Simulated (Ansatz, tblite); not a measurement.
# The cluster Ta3Se12: rung by rung

How do method and basis change the picture of the cluster Ta3Se12 (doublet)?

Method: as each input shows; program: Ansatz 0.2.0, Gaussian basis.

The runs, in order: GFN1-xTB, PBE-D4/def2-SVP, r2SCAN-D4/def2-SVP, r2SCANh-D4/def2-SVP, B3LYP-D4/def2-SVP, r2SCAN0-D4/def2-SVP, r2SCAN-D4/def2-mTZVP.

## Step 1: The relaxed structure

The geometry is that of the doublet, from an earlier relaxation (PBE-D4/def2-SVP).

15 atoms, charge 0, spin multiplicity 2.

Bond lengths: Ta1–Se4 2.446 Å, Ta1–Se5 2.323 Å, Ta1–Se6 2.896 Å, Ta1–Se7 2.744 Å, Ta1–Se8 2.512 Å, Ta1–Se9 2.982 Å, Ta2–Se6 2.790 Å, Ta2–Se8 2.545 Å, Ta2–Se9 3.213 Å, Ta2–Se10 2.597 Å, Ta2–Se12 2.303 Å, Ta2–Se13 2.507 Å, Ta3–Se6 2.771 Å, Ta3–Se7 2.828 Å, Ta3–Se9 3.365 Å, Ta3–Se10 2.544 Å, Ta3–Se11 2.529 Å, Ta3–Se14 2.348 Å and more. Angles: Se4–Ta1–Se5 108.4°, Se4–Ta1–Se6 56.1°, Se4–Ta1–Se7 93.2°, Se4–Ta1–Se8 100.7°, Se4–Ta1–Se9 149.1°, Se5–Ta1–Se6 163.7°, Se5–Ta1–Se7 88.1°, Se5–Ta1–Se8 104.1°, Se5–Ta1–Se9 100.5°, Se6–Ta1–Se7 87.6°, Se6–Ta1–Se8 85.4°, Se6–Ta1–Se9 93.8°, Se7–Ta1–Se8 157.4°, Se7–Ta1–Se9 77.1°, Se8–Ta1–Se9 81.9°, Se6–Ta2–Se8 87.1°, Se6–Ta2–Se9 91.1°, Se6–Ta2–Se10 63.9° and more.

Ta takes a core potential in the def2 sets. No spin-orbit coupling is included.

PBE0-D4/def2-SVP was run before; its log isn't repeated, and its numbers join the tables.

## Step 2: GFN1-xTB

Tight binding, by tblite at 300 K electronic temperature and without a spin-polarisation term:

```python
tblite.interface.Calculator('GFN1-xTB', numbers, positions, charge=0, uhf=1).singlepoint()
```

Energy -1269.2724 eV; 0.12 s.

## Step 3: PBE-D4/def2-SVP

start.molden holds the orbitals of an earlier run on this state, given as this run's starting guess.

in.yaml reads:

```yaml
crystal:
  periodic: [false, false, false]
  atoms:
    - {symbol: Ta, position_ang: [-1.843460, -0.719635, -0.423187]}
    - {symbol: Ta, position_ang: [-0.394404, 1.968958, 1.170697]}
    - {symbol: Ta, position_ang: [1.803681, -0.815897, -0.102650]}
    - {symbol: Se, position_ang: [-2.111436, -2.226924, 1.484098]}
    - {symbol: Se, position_ang: [-3.366587, -1.335535, -2.065686]}
    - {symbol: Se, position_ang: [-0.111233, -0.709385, 1.897252]}
    - {symbol: Se, position_ang: [-0.004312, -2.348325, -1.645687]}
    - {symbol: Se, position_ang: [-2.790958, 1.404254, 0.525087]}
    - {symbol: Se, position_ang: [-0.153612, 1.211220, -1.942625]}
    - {symbol: Se, position_ang: [2.039320, 1.131800, 1.517216]}
    - {symbol: Se, position_ang: [2.096143, 0.413562, -2.293685]}
    - {symbol: Se, position_ang: [-0.602375, 3.600629, 2.782802]}
    - {symbol: Se, position_ang: [0.125685, 3.340654, -0.861855]}
    - {symbol: Se, position_ang: [4.040837, -1.525983, -0.051326]}
    - {symbol: Se, position_ang: [1.272711, -3.389373, 0.009550]}
basis:
  gaussian: {orbitals: def2-SVP, fitting: {mean_field: def2-universal-jkfit}, initial_orbitals: start.molden}
magnetization: {spin_polarized: true, initial_magnetization: 1}
hamiltonian: {xc: pbe, dispersion: d4}
scf: {omitted_lower_state_checks: [starts]}
output: {forces: true, orbitals: {seedname: orbitals}}
```

Command:

```
$ ansatz run in.yaml --threads 2 --pin off --events-out ev --progress --plain --max-ram 32768MiB --backend cuda --devices 0, --max-vram 18GiB
```

Standard output, cut to the lines that bear on the results:

```text
Functional definition: PBE
  name "PBE"
  cite "Perdew, Burke & Ernzerhof, Phys. Rev. Lett. 77, 3865 (1996) doi:10.1103/PhysRevLett.77.3865"
  parent pbe
[...]
3873 factors; integrals over basis functions are off by at most 5.1e-3 eV
[...]
mean field -788660.16373674 eV, -28982.7264442662 hartree, gradient 2.0e-5 eV, S^2 0.755030; 0 other end points of the search recorded, 0 dependent functions left out
[...]
reference -788660.16380213 eV, -28982.7264466695 hartree; 224, 223 occupied and 256, 257 virtual orbitals, 3873 factors
Total energy: -788662.11560993 eV, -28982.7981742830 hartree
Atom 0 at    -1.843460    -0.719635    -0.423187 Å, force     0.026283     0.005802     0.014117 eV/Å
Atom 1 at    -0.394404     1.968958     1.170697 Å, force    -0.019502    -0.010410    -0.027689 eV/Å
Atom 2 at     1.803681    -0.815897    -0.102650 Å, force    -0.006343    -0.010285    -0.026706 eV/Å
Atom 3 at    -2.111436    -2.226924     1.484098 Å, force     0.003800     0.007922     0.001067 eV/Å
Atom 4 at    -3.366587    -1.335535    -2.065686 Å, force    -0.014561    -0.010691    -0.007745 eV/Å
Atom 5 at    -0.111233    -0.709385     1.897252 Å, force     0.013943     0.012697     0.006451 eV/Å
Atom 6 at    -0.004312    -2.348325    -1.645687 Å, force    -0.001862     0.007254    -0.010435 eV/Å
Atom 7 at    -2.790958     1.404254     0.525087 Å, force     0.011479     0.001887    -0.006194 eV/Å
Atom 8 at    -0.153612     1.211220    -1.942625 Å, force     0.001106     0.004605     0.007605 eV/Å
Atom 9 at     2.039320     1.131800     1.517216 Å, force    -0.006328    -0.013950     0.012808 eV/Å
Atom 10 at     2.096143     0.413562    -2.293685 Å, force    -0.010469    -0.003373     0.004027 eV/Å
Atom 11 at    -0.602375     3.600629     2.782802 Å, force    -0.000633     0.000971     0.017033 eV/Å
Atom 12 at     0.125685     3.340654    -0.861855 Å, force     0.003430     0.002937    -0.002132 eV/Å
Atom 13 at     4.040837    -1.525983    -0.051326 Å, force    -0.007841    -0.000662     0.008420 eV/Å
Atom 14 at     1.272711    -3.389373     0.009550 Å, force     0.007496     0.005295     0.009372 eV/Å
Dipole moment:     0.323843    -0.181577    -0.298534 e Å
Checks for a lower state left out: starts
```

Run time: 15 s. Hardware: 1 × H100 (card shared with other runs) with 2 threads of AMD EPYC 7R13, shared host; peak host memory 1.2 GiB.

From the report: HOMO -5.81 eV, LUMO -5.43 eV (over both spins); ⟨S²⟩ 0.755 (pure: 0.75).

## Step 4: r2SCAN-D4/def2-SVP

Edit in.yaml of step 3 so:

```diff
@@ -21,4 +21,4 @@
 magnetization: {spin_polarized: true, initial_magnetization: 1}
-hamiltonian: {xc: pbe, dispersion: d4}
+hamiltonian: {xc: r2scan, dispersion: d4}
 scf: {omitted_lower_state_checks: [starts]}
-output: {forces: true, orbitals: {seedname: orbitals}}
+output: {orbitals: {seedname: orbitals}}
```

Same command.

Standard output:

```text
Functional definition: r2SCAN
  name "r2SCAN"
  cite "Furness, Kaplan, Ning, Perdew & Sun, J. Phys. Chem. Lett. 11, 8208 (2020) doi:10.1021/acs.jpclett.0c02405"
  cite "Furness, Kaplan, Ning, Perdew & Sun, J. Phys. Chem. Lett. 11, 9248 (2020) doi:10.1021/acs.jpclett.0c03077"
  parent r2scan
  parameter k0 = 0.174
  parameter k1 = 0.065
  parameter a1 = 4.9479
  exchange = r2scan_x(k0 = k0, k1 = k1, a1 = a1)
  correlation = r2scan_c
these checks for a lower state are left out or cut short: starts
3873 factors; integrals over basis functions are off by at most 5.1e-3 eV
mean field evaluation 1: about -788775.0295 eV, gradient 8.7e0 eV
mean field evaluation 2: about -788775.3270 eV, gradient 3.5e-1 eV
mean field evaluation 4: about -788775.3256 eV, gradient 1.7e-2 eV
mean field -788775.32558200 eV, -28986.9585640200 hartree, gradient 7.5e-5 eV, S^2 0.760848; 0 other end points of the search recorded, 0 dependent functions left out
reference -788775.32560336 eV, -28986.9585648051 hartree; 224, 223 occupied and 256, 257 virtual orbitals, 3873 factors
Total energy: -788775.80130753 eV, -28986.9760466107 hartree
Checks for a lower state left out: starts
```

Wall time 19 s (1 × H100 (card shared with other runs) with 2 threads of AMD EPYC 7R13, shared host); peak host memory 1.4 GiB.

HOMO -6.21 eV, LUMO -5.63 eV (over both spins); ⟨S²⟩ 0.761 (pure: 0.75).

## Step 5: r2SCANh-D4/def2-SVP

Edit in.yaml of step 4 so:

```diff
@@ -21,4 +21,4 @@
 magnetization: {spin_polarized: true, initial_magnetization: 1}
-hamiltonian: {xc: r2scan, dispersion: d4}
+hamiltonian: {xc: {name: r2SCANh}, dispersion: d4}
 scf: {omitted_lower_state_checks: [starts]}
-output: {orbitals: {seedname: orbitals}}
+output: {forces: true, orbitals: {seedname: orbitals}}
```

Same command.

Standard output, cut to the lines that bear on the results:

```text
Functional definition: r2SCANh
  name "r2SCANh"
  cite "Bursch, Neugebauer, Ehlert & Grimme, J. Chem. Phys. 156, 134105 (2022) doi:10.1063/5.0086040"
  cite "Furness, Kaplan, Ning, Perdew & Sun, J. Phys. Chem. Lett. 11, 8208 (2020) doi:10.1021/acs.jpclett.0c02405"
  cite "Furness, Kaplan, Ning, Perdew & Sun, J. Phys. Chem. Lett. 11, 9248 (2020) doi:10.1021/acs.jpclett.0c03077"
  parent r2scan
[...]
3873 factors; integrals over basis functions are off by at most 5.1e-3 eV
[...]
mean field -788771.72238850 eV, -28986.8261491014 hartree, gradient 1.9e-5 eV, S^2 0.767631; 0 other end points of the search recorded, 0 dependent functions left out
[...]
reference -788771.72240804 eV, -28986.8261498195 hartree; 224, 223 occupied and 256, 257 virtual orbitals, 3873 factors
Total energy: -788772.27400497 eV, -28986.8464206325 hartree
[...]
Atom 6 at    -0.004312    -2.348325    -1.645687 Å, force     0.223111    -0.098637     0.305546 eV/Å
Atom 7 at    -2.790958     1.404254     0.525087 Å, force     0.272984    -0.126813    -0.039352 eV/Å
Atom 8 at    -0.153612     1.211220    -1.942625 Å, force     0.343966     0.159910     0.099335 eV/Å
Atom 9 at     2.039320     1.131800     1.517216 Å, force    -0.122400    -0.127211    -0.125280 eV/Å
Atom 10 at     2.096143     0.413562    -2.293685 Å, force    -0.303589     0.084925     0.171989 eV/Å
Atom 11 at    -0.602375     3.600629     2.782802 Å, force     0.053361    -0.351107    -0.327790 eV/Å
Atom 12 at     0.125685     3.340654    -0.861855 Å, force    -0.056767    -0.322072    -0.069528 eV/Å
Atom 13 at     4.040837    -1.525983    -0.051326 Å, force    -0.330958     0.033497     0.011781 eV/Å
Atom 14 at     1.272711    -3.389373     0.009550 Å, force    -0.089592     0.265124    -0.246435 eV/Å
Dipole moment:     0.388472    -0.237770    -0.295976 e Å
Checks for a lower state left out: starts
```

Run time: 37 s. Hardware: 1 × H100 (card shared with other runs) with 2 threads of AMD EPYC 7R13, shared host; peak host memory 4.9 GiB.

HOMO -6.60 eV, LUMO -5.47 eV (over both spins); ⟨S²⟩ 0.768 (pure: 0.75).

## Step 6: B3LYP-D4/def2-SVP

Edit in.yaml of step 5 so:

```diff
@@ -21,4 +21,4 @@
 magnetization: {spin_polarized: true, initial_magnetization: 1}
-hamiltonian: {xc: {name: r2SCANh}, dispersion: d4}
+hamiltonian: {xc: {name: B3LYP}, dispersion: d4}
 scf: {omitted_lower_state_checks: [starts]}
-output: {forces: true, orbitals: {seedname: orbitals}}
+output: {orbitals: {seedname: orbitals}}
```

Launched as before.

Standard output, cut to the lines that bear on the results:

```text
Functional definition: B3LYP
  name "B3LYP"
  cite "Stephens, Devlin, Chabalowski & Frisch, J. Phys. Chem. 98, 11623 (1994) doi:10.1021/j100096a001"
  cite "Becke, Phys. Rev. A 38, 3098 (1988) doi:10.1103/PhysRevA.38.3098"
  cite "Lee, Yang & Parr, Phys. Rev. B 37, 785 (1988) doi:10.1103/PhysRevB.37.785"
  cite "Vosko, Wilk & Nusair, Can. J. Phys. 58, 1200 (1980) doi:10.1139/p80-159"
[...]
3873 factors; integrals over basis functions are off by at most 5.1e-3 eV
[...]
mean field -788783.79178372 eV, -28987.2696911948 hartree, gradient 1.9e-5 eV, S^2 0.763851; 0 other end points of the search recorded, 0 dependent functions left out
reference -788783.79221277 eV, -28987.2697069620 hartree; 224, 223 occupied and 256, 257 virtual orbitals, 3873 factors
Total energy: -788787.02896723 eV, -28987.3886554943 hartree
Checks for a lower state left out: starts
```

It took 24 s on 1 × H100 (card shared with other runs) with 2 threads of AMD EPYC 7R13, shared host; peak host memory 1.2 GiB.

HOMO -6.61 eV, LUMO -5.14 eV (over both spins); ⟨S²⟩ 0.764 (pure: 0.75).

## Step 7: r2SCAN0-D4/def2-SVP

Edit in.yaml of step 6 so:

```diff
@@ -21,3 +21,3 @@
 magnetization: {spin_polarized: true, initial_magnetization: 1}
-hamiltonian: {xc: {name: B3LYP}, dispersion: d4}
+hamiltonian: {xc: {name: r2SCAN0}, dispersion: d4}
 scf: {omitted_lower_state_checks: [starts]}
```

Same command.

Standard output, cut to the lines that bear on the results:

```text
Functional definition: r2SCAN0
  name "r2SCAN0"
  cite "Bursch, Neugebauer, Ehlert & Grimme, J. Chem. Phys. 156, 134105 (2022) doi:10.1063/5.0086040"
  cite "Furness, Kaplan, Ning, Perdew & Sun, J. Phys. Chem. Lett. 11, 8208 (2020) doi:10.1021/acs.jpclett.0c02405"
  cite "Furness, Kaplan, Ning, Perdew & Sun, J. Phys. Chem. Lett. 11, 9248 (2020) doi:10.1021/acs.jpclett.0c03077"
  parent r2scan
[...]
3873 factors; integrals over basis functions are off by at most 5.1e-3 eV
[...]
mean field -788766.53785606 eV, -28986.6356210483 hartree, gradient 2.3e-5 eV, S^2 0.781609; 0 other end points of the search recorded, 0 dependent functions left out
reference -788766.53787292 eV, -28986.6356216678 hartree; 224, 223 occupied and 256, 257 virtual orbitals, 3873 factors
Total energy: -788767.16324149 eV, -28986.6586035391 hartree
Checks for a lower state left out: starts
```

It took 32 s on 1 × H100 (card shared with other runs) with 2 threads of AMD EPYC 7R13, shared host; peak host memory 1.4 GiB.

HOMO -7.16 eV, LUMO -5.18 eV (over both spins); ⟨S²⟩ 0.782 (pure: 0.75).

## Step 8: r2SCAN-D4/def2-mTZVP

Edit in.yaml of step 7 so:

```diff
@@ -19,5 +19,5 @@
 basis:
-  gaussian: {orbitals: def2-SVP, fitting: {mean_field: def2-universal-jkfit}, initial_orbitals: start.molden}
+  gaussian: {orbitals: def2-mTZVP, fitting: {mean_field: def2-universal-jkfit}, initial_orbitals: start.molden}
 magnetization: {spin_polarized: true, initial_magnetization: 1}
-hamiltonian: {xc: {name: r2SCAN0}, dispersion: d4}
+hamiltonian: {xc: r2scan, dispersion: d4}
 scf: {omitted_lower_state_checks: [starts]}
```

Launched as before.

Standard output, cut to the lines that bear on the results:

```text
Functional definition: r2SCAN
  name "r2SCAN"
  cite "Furness, Kaplan, Ning, Perdew & Sun, J. Phys. Chem. Lett. 11, 8208 (2020) doi:10.1021/acs.jpclett.0c02405"
  cite "Furness, Kaplan, Ning, Perdew & Sun, J. Phys. Chem. Lett. 11, 9248 (2020) doi:10.1021/acs.jpclett.0c03077"
  parent r2scan
[...]
3873 factors; integrals over basis functions are off by at most 1.2e-1 eV
[...]
mean field -788867.94491175 eV, -28990.3622616086 hartree, gradient 1.6e-5 eV, S^2 0.760922; 0 other end points of the search recorded, 0 dependent functions left out
reference -788867.94493424 eV, -28990.3622624351 hartree; 224, 223 occupied and 316, 317 virtual orbitals, 3873 factors
Total energy: -788868.42063840 eV, -28990.3797442408 hartree
Checks for a lower state left out: starts
```

Wall time 18 s (1 × H100 (card shared with other runs) with 2 threads of AMD EPYC 7R13, shared host); peak host memory 1.5 GiB.

HOMO -6.14 eV, LUMO -5.58 eV (over both spins); ⟨S²⟩ 0.761 (pure: 0.75).

## Step 9: Levels side by side

```tsv
level	functions	HOMO (eV)	LUMO (eV)	gap (eV)	⟨S²⟩	time
PBE-D4/def2-SVP	480	-5.81	-5.43	0.38	0.755	15 s
r2SCAN-D4/def2-SVP	480	-6.21	-5.63	0.58	0.761	19 s
r2SCAN-D4/def2-mTZVP	540	-6.14	-5.58	0.56	0.761	18 s
r2SCANh-D4/def2-SVP	480	-6.60	-5.47	1.13	0.768	37 s
B3LYP-D4/def2-SVP	480	-6.61	-5.14	1.47	0.764	24 s
PBE0-D4/def2-SVP	480	-6.92	-5.11	1.81	0.772	26 s
r2SCAN0-D4/def2-SVP	480	-7.16	-5.18	1.97	0.782	32 s
```

## Step 10: Binding energy

Free atoms were run apart at each level; binding is atoms less cluster, divided by the number of atoms, without zero-point or spin-orbit terms.

```tsv
level	binding an atom (eV)
PBE-D4/def2-SVP	4.134
r2SCAN-D4/def2-SVP	3.914
r2SCAN-D4/def2-mTZVP	3.908
r2SCANh-D4/def2-SVP	3.812
B3LYP-D4/def2-SVP	3.724
PBE0-D4/def2-SVP	3.851
r2SCAN0-D4/def2-SVP	3.663
```

## Step 11: What came out

| quantity | value |
| --- | --- |
| gap in def2-SVP, named functionals, smallest and largest | 0.38 eV (PBE-D4), 1.97 eV (r2SCAN0-D4) |
| binding an atom, functionals in def2-SVP | 3.66 (r2SCAN0-D4) to 4.13 eV (PBE-D4) |
| ⟨S²⟩ in def2-SVP, named functionals, smallest and largest | 0.755, 0.782 |

**Reading.** Over the named functionals in def2-SVP the gap runs from 0.38 eV (PBE-D4) to 1.97 eV (r2SCAN0-D4); exact exchange widens it. Over the named functionals in def2-SVP spin contamination reaches 0.03 (r2SCAN0-D4), which is small.

The slowest run with a step of its own, r2SCANh-D4/def2-SVP, took 37 s; the quickest functional in def2-SVP took 15 s (shared host).
